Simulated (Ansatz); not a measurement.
**H6NSbSi: small, medium and large basis sets**

The task here is to estimate one member of a computed series from the others.

Program: Ansatz 0.2.0, Gaussian basis. Level of theory: one geometry, several basis sets. These are calculated values, not measurements.

Levels to be run: PBE0-D4/def2-SVP; ωB97M-V/def2-SVP; PBE0-D4/def2-QZVPP; ωB97M-V/def2-QZVPP; the functionals' def2-TZVPP values are taken from earlier runs.

### Structure used throughout

All runs share one geometry, relaxed beforehand with PBE0-D4 in a triple-zeta def2 set. Sb takes the def2 core potential; no spin-orbit term is included.

SMILES `[SiH3][NH][SbH2]`, 9 atoms, charge 0, spin multiplicity 1.

Atoms are counted from 1 here; the program's logs count them from 0.

Bond lengths: Si1–N2 1.720 Å, Si1–H4 1.492 Å, Si1–H5 1.489 Å, Si1–H6 1.487 Å, N2–Sb3 2.028 Å, N2–H7 1.008 Å, Sb3–H8 1.720 Å, Sb3–H9 1.713 Å. Angles: N2–Si1–H4 113.7°, N2–Si1–H5 108.9°, N2–Si1–H6 108.8°, H4–Si1–H5 108.1°, H4–Si1–H6 107.2°, H5–Si1–H6 110.1°, Si1–N2–Sb3 126.1°, Si1–N2–H7 118.1°, Sb3–N2–H7 112.7°, N2–Sb3–H8 96.6°, N2–Sb3–H9 94.5°, H8–Sb3–H9 90.0°.

Geometry (Å):

```mol
H6NSbSi
  3D, bonds by distance, orders not assigned

  9  8  0  0  0  0  0  0  0  0999 V2000
   -0.5358    0.6819   -0.8520 Si  0  0
    0.9160    0.0066   -0.2247 N   0  0
    1.0701   -1.1855    1.4083 Sb  0  0
   -1.4843   -0.3342   -1.3954 H   0  0
   -0.1936    1.6290   -1.9486 H   0  0
   -1.2413    1.3993    0.2427 H   0  0
    1.7057   -0.0795   -0.8454 H   0  0
   -0.3880   -2.0605    1.1533 H   0  0
    0.2397   -0.1036    2.4448 H   0  0
  1  2  8  0
  2  3  8  0
  1  4  8  0
  1  5  8  0
  1  6  8  0
  2  7  8  0
  3  8  8  0
  3  9  8  0
M  END
```

The first run:

The input, in.yaml:

```yaml
crystal:
  periodic: [false, false, false]
  atoms:
    - {symbol: Si, position_ang: [-0.535803, 0.681937, -0.852027]}
    - {symbol: N, position_ang: [0.916018, 0.006607, -0.224718]}
    - {symbol: Sb, position_ang: [1.070137, -1.185471, 1.408322]}
    - {symbol: H, position_ang: [-1.484287, -0.334159, -1.395415]}
    - {symbol: H, position_ang: [-0.193646, 1.629002, -1.948597]}
    - {symbol: H, position_ang: [-1.241335, 1.399312, 0.242653]}
    - {symbol: H, position_ang: [1.705684, -0.079521, -0.845400]}
    - {symbol: H, position_ang: [-0.388037, -2.060453, 1.153322]}
    - {symbol: H, position_ang: [0.239669, -0.103553, 2.444759]}
basis:
  gaussian: {orbitals: def2-SVP}
hamiltonian: {xc: pbe0, dispersion: d4}
output: {orbitals: {seedname: orbitals}}
```

Started as:

```sh
$ ansatz run in.yaml --threads 2 --pin off --events-out ev --progress --plain --max-ram 4352MiB
```

Steps of the session up to this table: PBE0-D4 in def2-SVP; ωB97M-V in def2-SVP; PBE0-D4 in def2-QZVPP; ωB97M-V in def2-QZVPP.

One of the session's tables, all rows but one given; the rest of the session is left out.

It belongs to the step «Functionals by basis». 

| functional | basis | HOMO (eV) |
| --- | --- | --- |
| PBE0-D4 | def2-SVP | -7.15 |
| PBE0-D4 | def2-TZVPP | -7.31 |
| PBE0-D4 | def2-QZVPP | -7.34 |
| ωB97M-V | def2-SVP | -9.39 |
| ωB97M-V | def2-TZVPP | ? |
| ωB97M-V | def2-QZVPP | -9.61 |

**Question.** Estimate the row for ωB97M-V, def2-TZVPP.

The run gave: HOMO (eV): -9.59. In the column «HOMO (eV)» it lies between ωB97M-V, def2-QZVPP (-9.61) and ωB97M-V, def2-SVP (-9.39).
